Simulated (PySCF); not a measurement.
# C3H9BrGe (Trimethylgermanium Chloride and Bromide): the cost of one run

Programs: PySCF 2.14.0, with routines of our own; each step states its level. All values are computed. Atoms count from 0.

## Step 1: The starting structure

14 atoms, charge 0, multiplicity 1; geometry from: GFN2-xTB.

## Step 2: Optimising the geometry at PBE0-D3(BJ)/def2-SVP

What the job is given:

```
{"job": {"xc": "PBE0", "basis": "def2-SVP", "d3": "d3bj", "grid": 1, "maxiter": 30, "shake": 0.01, "kind": "geom"}, "charge": 0, "multiplicity": 1}
C     -0.868080     1.644130    -0.360010
Ge     0.131660     0.099380     0.310790
C      1.681410    -0.359480    -0.837400
C     -0.982410    -1.463040     0.723860
Br     1.025800     0.769860     2.334370
H     -1.343910     1.438140    -1.325340
H     -1.669000     1.940890     0.331200
H     -0.219850     2.534640    -0.498380
H      2.282810    -1.150780    -0.357940
H      1.362590    -0.689260    -1.797090
H      2.340660     0.503200    -0.950830
H     -1.469980    -1.839070    -0.175300
H     -1.831930    -1.180340     1.414740
H     -0.446920    -2.263340     1.179580
```

Run with:

```
$ OMP_NUM_THREADS=1 python heavy_run.py task.json out
```

This one command runs all jobs of the session in turn.

**Question.** How long does this first job take on 1 thread of Arm Neoverse V1, shared host, and how much memory does it need?

About 99 s, with a peak of 0.64 GiB.
